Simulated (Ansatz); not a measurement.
# AlGa2P3: the cost of one run

Program: Ansatz 0.2.0. Level of theory: DFT PBE, scalar-relativistic, plane waves, PAW. These are calculated values, not measurements.

1 further run of the same task is left out (it didn't finish).

### 1 The starting structure

The structure is trigonal, space group P3m1 (No. 156). The conventional cell has a = 3.894 Å, b = 3.894 Å, c = 9.540 Å, α = 90.00°, β = 90.00°, γ = 120.00°. Al (site symmetry 3m) has 4 P at 2.38 Å as nearest neighbours. Ga (site symmetry 3m) is surrounded by 4 P at 2.38 to 2.39 Å. P (site symmetry 3m) is surrounded by 3 Al at 2.38 Å and 1 Ga at 2.39 Å. P (site symmetry 3m) has 4 Ga at 2.38 Å as nearest neighbours. Around P (site symmetry 3m) lie 1 Al at 2.38 Å and 3 Ga at 2.39 Å.

Structure file:

```
Al Ga P
1.0
     3.89363    0.00000    0.00000
    -1.94682    3.37198    0.00000
     0.00000    0.00000    9.53958
Al Ga P
1 2 3
Direct
  0.00000 0.00000 0.99978
  0.33333 0.66667 0.66667
  0.66667 0.33333 0.33352
  0.33333 0.66667 0.91729
  0.66667 0.33333 0.58321
  0.00000 0.00000 0.24953
```

It is the end of an earlier relaxation with the same method, from a generated guess; it is a trial structure. At a tolerance of 0.02 Å it has space group P3m1 (No. 156); it has 20.87 Å³/atom, an uncorrected energy of -0.50 eV/atom over the elements.

### 2 Static run: bands, density of states and charges

File input.yaml:

```yaml
crystal:
  lattice:
    - [3.8936306584, 0.0, 0.0]
    - [-1.9468153292, 3.3719830631, 0.0]
    - [0.0, 0.0, 9.5395835639]
  atoms:
    - { symbol: Al, position: [0.0, 0.0, 0.9997824403] }
    - { symbol: Ga, position: [0.3333333333, 0.6666666667, 0.6666673791] }
    - { symbol: Ga, position: [0.6666666667, 0.3333333333, 0.333518231] }
    - { symbol: P, position: [0.3333333333, 0.6666666667, 0.9172904907] }
    - { symbol: P, position: [0.6666666667, 0.3333333333, 0.583210567] }
    - { symbol: P, position: [0.0, 0.0, 0.249530892] }
basis:
  ecutwfc: 420
kpoints:
  mp_grid: { grid: [12, 12, 4] }
  band_path:
    path:
      - [[0.0, 0.0, 0.0], [0.5, 0.0, 0.0], [0.33333333, 0.33333333, 0.0], [0.0, 0.0, 0.0], [0.0, 0.0, 0.5], [0.5, 0.0, 0.5], [0.33333333, 0.33333333, 0.5], [0.0, 0.0, 0.5]]
      - [[0.5, 0.0, 0.5], [0.5, 0.0, 0.0]]
      - [[0.33333333, 0.33333333, 0.5], [0.33333333, 0.33333333, 0.0]]
    npoints: 14
hamiltonian:
  xc: pbe
scf:
  occupations: { method: gaussian, width: 0.02 }
  n_extra_bands: 15
output:
  forces: true
  stress: true
  eigenvalues: true
  populations: true
  dos: { projected: true, de: 0.02, nscf_kmesh: { grid: [18, 18, 6] } }
  bader: true
```

Started as:

```bash
> ansatz run input.yaml --threads 1 --pin off --max-ram 2560MiB --backend cpu --events-out ev --progress --plain --runs-dir out
```

What time and memory should one allow on 1 thread of AMD EPYC 9R45 (Zen 5), shared host?

About 1.7 min, with a peak of 0.8 GiB.
